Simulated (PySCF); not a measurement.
**Sn(OH)2: relaxation and vibrations of the singlet**

The task is one start of a wider search on Sn(OH)2: the singlet, from a PBE0 minimum start. It is relaxed, tested by its Hessian and followed downhill if it is a saddle.

Method: PBE0, basis Sn def2-TZVP with ECP28, O def2-TZVP, H def2-TZVP, scalar-relativistic core potentials, no spin–orbit coupling, density fitting; program: PySCF 2.14.0.

## 1. Starting geometry

5 atoms, charge 0, spin multiplicity 1.

Bond lengths: Sn1–O2 1.981 Å, Sn1–O3 1.981 Å, O2–H4 0.960 Å, O3–H5 0.960 Å. Angles: O2–Sn1–O3 99.8°, Sn1–O2–H4 118.8°, Sn1–O3–H5 118.8°.

```xyz
5
charge 0 multiplicity 1
Sn    0.2942    0.0000    0.0000
O    -0.9816   -1.5161    0.0000
O    -0.9816    1.5161    0.0000
H    -1.9235   -1.3282    0.0000
H    -1.9235    1.3282    0.0000
```

## 2. Finding the electronic state

One driver script runs all steps and calls PySCF; scf.py shows how it sets up the SCF of each step. The optimiser is the driver's own. After this first run the driver tries any further starts and a stability analysis.

Input file scf.py:

```python
from pyscf import gto, scf, dft
mol = gto.M(atom='''
Sn     0.294230     0.000000    -0.000000
O     -0.981610    -1.516090     0.000000
O     -0.981610     1.516090     0.000000
H     -1.923530    -1.328250    -0.000000
H     -1.923530     1.328250     0.000000''',
    basis={'Sn': 'def2-TZVP', 'O': 'def2-TZVP', 'H': 'def2-TZVP'},
    ecp={'Sn': 'def2-TZVP'},
    charge=0, spin=0)
mf = dft.RKS(mol, xc='PBE0')
mf.grids.atom_grid = (50, 194)
aux = {'Sn': 'def2-universal-JKFIT', 'O': 'def2-universal-JKFIT', 'H': 'def2-universal-JKFIT'}
mf = mf.density_fit(auxbasis=aux)
mf.conv_tol = 1e-08
mf.diis_space = 10
mf.max_cycle = 60
mf.init_guess = 'minao'
mf.verbose = 4
mf.kernel()
```

The run is started by

```bash
> OMP_NUM_THREADS=4 python axn.py task.json out
```

The runs that follow: Relaxation: PBE0 minimum start, singlet; Vibrations and properties at this point.

Q: Predict the outcome of this session. Wanted: minimum; geometry; wavenumbers; dipole moment; highest occupied, lowest empty level; polar-tensor charge of Sn1; zero-point energy; atomisation energy.

The runs gave:

| quantity | value |
| --- | --- |
| minimum | singlet, C2v |
| geometry | O–H 0.960 Å (×2), Sn–O 1.981 Å (×2); H–O–Sn 118.8° (×2), O–Sn–O 99.7° |
| wavenumbers (cm⁻¹) | 200 (a1), 289 (a2), 385 (b1), 581 (b2), 601 (a1), 611 (b2), 744 (a1), 3882 (b2), 3883 (a1) |
| dipole moment | 0.39 D |
| highest occupied, lowest empty level | -7.80, -1.91 eV |
| polar-tensor charge of Sn1 | +1.18 e |
| zero-point energy | 66.8 kJ/mol |
| entropy at 298.15 K | 294.9 J/(mol K) |
| atomisation energy (no zero-point energy) | 1638 kJ/mol |

The PBE0 minimum start keeps its C2v symmetry and ends in a minimum. In the infrared the band at 385 cm⁻¹ (b1) leads. Other starts or spin states, not run here, may lie lower.
